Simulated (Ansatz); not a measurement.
# GeH2Cl2O (SMILES [OH][GeH]([Cl])[Cl]): B2PLYP/cc-pVDZ

What is the electronic atomisation energy of GeH2Cl2O at B2PLYP/cc-pVDZ? 

The calculation is run with Ansatz 0.2.0.

65 further runs of the same task are left out: 1 that didn't finish, 64 set aside as unsound or not needed.

## (1) The molecule

The species is GeH2Cl2O (6 atoms), meant as a singlet with charge 0. As SMILES, `[OH][GeH]([Cl])[Cl]`. The coordinates come from a PBE0-D4/def2-TZVP relaxation. This is one conformer, not always the lowest.

Bond lengths: O1–Ge2 1.752 Å, Ge2–Cl3 2.137 Å, Ge2–Cl4 2.137 Å, O1–H5 0.961 Å, Ge2–H6 1.521 Å. Angles: O1–Ge2–Cl3 109.7°, O1–Ge2–Cl4 109.7°, Cl3–Ge2–Cl4 106.8°, O1–Ge2–H6 108.2°, Cl3–Ge2–H6 111.2°, Cl4–Ge2–H6 111.3°, Ge2–O1–H5 113.6°.

## (2) A single-point energy at B2PLYP/cc-pVDZ

Contents of job.yaml:

```yaml
crystal:
  periodic: [false, false, false]
  atoms:
    - {symbol: O, position_ang: [-0.161000, 1.291000, -0.614200]}
    - {symbol: Ge, position_ang: [-0.065400, -0.148800, 0.378900]}
    - {symbol: Cl, position_ang: [1.948500, -0.862600, 0.421700]}
    - {symbol: Cl, position_ang: [-1.252400, -1.700600, -0.487400]}
    - {symbol: H, position_ang: [0.126400, 1.152000, -1.521000]}
    - {symbol: H, position_ang: [-0.554000, 0.204900, 1.775700]}
basis:
  gaussian: {orbitals: cc-pVDZ}
correlation: {frozen_orbitals: {Cl: 5, Ge: 9, H: 0, O: 1}}
magnetization: {spin_polarized: false, initial_magnetization: 0}
output: {orbitals: {seedname: orbitals}}
hamiltonian: {xc: {name: B2PLYP}}
accuracy: high
```

Run with:

```
$ ansatz run job.yaml --threads 1 --pin off --max-ram 3480MiB --events-out events.jsonl --progress --plain --runs-dir runs
```

Output:

```text
Warning: RAYON_NUM_THREADS=1 ignored (pool sized by the plan → 1); use --threads N
Functional definition: B2PLYP
  name "B2PLYP"
  parameter a = 0.53
  parameter c = 0.27
  exchange = (1 - a)*b88_x + a*exact_x
  correlation = (1 - c)*lyp_c + c*(mp2_os + mp2_ss)
1946 factors; integrals over basis functions are off by at most 4.4e-9 eV
mean field evaluation 1: about -83615.9312 eV, gradient 4.3e1 eV
mean field evaluation 2: about -83616.1196 eV, gradient 4.3e1 eV
mean field evaluation 4: about -83619.5212 eV, gradient 3.7e0 eV
mean field evaluation 8: about -83619.5674 eV, gradient 2.1e-1 eV
mean field evaluation 16: about -83619.5676 eV, gradient 1.1e-4 eV
mean field -83619.56758747 eV, -3072.9624294609 hartree, gradient 1.4e-8 eV, S^2 0.000000; 0 other end points of the search recorded, 0 dependent functions left out
20 core orbitals not correlated: weight in the atoms' cores, before any rotation towards them, 1.000 or more for the frozen orbitals, at most 0.000 for the correlated occupied ones
reference -83619.56761198 eV, -3072.9624303617 hartree; 18, 18 occupied and 49, 49 virtual orbitals, 1946 factors
second order -18.91964569 eV of doubles, -0.00000000 eV of singles
Total energy: -83624.67591632 eV, -3073.1501570835 hartree
```

Run time: 6.3 s. Hardware: 1 thread of AMD EPYC 9R45 (Zen 5), shared host; peak memory 0.36 GiB.

## (3) The Cl atom

Contents of in.yaml:

```yaml
basis:
  gaussian:
    orbitals: cc-pVDZ
crystal:
  periodic: [false, false, false]
  atoms:
    - {symbol: Cl, position_ang: [0.000000, 0.000000, 0.000000]}
magnetization:
  spin_polarized: true
  initial_magnetization: 1
hamiltonian:
  xc: {name: B2PLYP}
correlation:
  frozen_orbitals: {Cl: 5}
accuracy: high
```

Run the same way, it converges to -459.99967 Eh (log not shown).

## (4) The Ge atom

Contents of run.yaml:

```yaml
crystal:
  periodic: [false, false, false]
  atoms:
    - {symbol: Ge, position_ang: [0.000000, 0.000000, 0.000000]}
basis:
  gaussian:
    orbitals: cc-pVDZ
correlation:
  frozen_orbitals: {Ge: 9}
hamiltonian:
  xc: {name: B2PLYP}
magnetization:
  spin_polarized: true
  initial_magnetization: 2
accuracy: high
```

Run with:

```
$ ansatz run run.yaml --threads 1 --pin off --max-ram 3480MiB --events-out events.jsonl --progress --plain --runs-dir runs
```

Output (excerpt; [...] marks lines left out):

```text
Warning: RAYON_NUM_THREADS=1 ignored (pool sized by the plan → 1); use --threads N
[... 6 set-up lines as earlier in the session ...]
260 factors; integrals over basis functions are off by at most 4.5e-9 eV
mean field evaluation 1: about -56503.3758 eV, gradient 2.2e0 eV
mean field evaluation 2: about -56503.3782 eV, gradient 2.2e0 eV
mean field evaluation 4: about -56503.4392 eV, gradient 3.9e-2 eV
mean field evaluation 8: about -56503.4392 eV, gradient 7.8e-4 eV
mean field -56503.43919998 eV, -2076.4630911928 hartree, gradient 4.0e-8 eV, S^2 2.003937; 0 other end points of the search recorded, 0 dependent functions left out
9 core orbitals not correlated: weight in the atoms' cores, before any rotation towards them, 1.000 or more for the frozen orbitals, at most 0.000 for the correlated occupied ones
reference -56503.43921361 eV, -2076.4630916934 hartree; 8, 6 occupied and 10, 12 virtual orbitals, 260 factors
second order -1.93925052 eV of doubles, -0.00000000 eV of singles
Total energy: -56503.96281125 eV, -2076.4823335518 hartree
```

Wall time 0.54 s (1 thread of AMD EPYC 9R45 (Zen 5), shared host).

## (5) The H atom

Contents of molecule.yaml:

```yaml
crystal:
  periodic: [false, false, false]
  atoms:
    - {symbol: H, position_ang: [0.000000, 0.000000, 0.000000]}
basis:
  gaussian: {orbitals: cc-pVDZ}
magnetization: {spin_polarized: true, initial_magnetization: 1}
hamiltonian: {xc: {name: B2PLYP}}
correlation: {frozen_orbitals: {H: 0}}
accuracy: high
```

Run the same way, it converges to -0.49793 Eh (log not shown).

## (6) The O atom, same level

Contents of molecule.yaml:

```yaml
crystal:
  periodic: [false, false, false]
  atoms:
    - {symbol: O, position_ang: [0.000000, 0.000000, 0.000000]}
basis:
  gaussian: {orbitals: cc-pVDZ}
hamiltonian: {xc: {name: B2PLYP}}
correlation: {frozen_orbitals: {O: 1}}
magnetization: {spin_polarized: true, initial_magnetization: 2}
accuracy: high
```

Run the same way, it converges to -75.01415 Eh (log not shown).

## (7) What came out

At B2PLYP/cc-pVDZ, 20 core orbitals frozen:

```
                                     quantity           value
                       molecule: total energy  -3073.15016 Eh
  molecule: HOMO energy (SCF part's orbitals)       -10.37 eV
  molecule: LUMO energy (SCF part's orbitals)         0.75 eV
molecule: HOMO–LUMO gap (SCF part's orbitals)        11.13 eV
                        Cl atom: total energy   -459.99967 Eh
                                Cl atom: ⟨S²⟩           0.753
                        Ge atom: total energy  -2076.48233 Eh
                                Ge atom: ⟨S²⟩           2.004
                         H atom: total energy     -0.49793 Eh
                                 H atom: ⟨S²⟩           0.750
                         O atom: total energy    -75.01415 Eh
                                 O atom: ⟨S²⟩           2.003
                electronic atomisation energy       17.918 eV
```

Taking the molecule apart into free atoms costs 17.92 eV (1729 kJ/mol), before zero-point energy and without spin-orbit coupling.
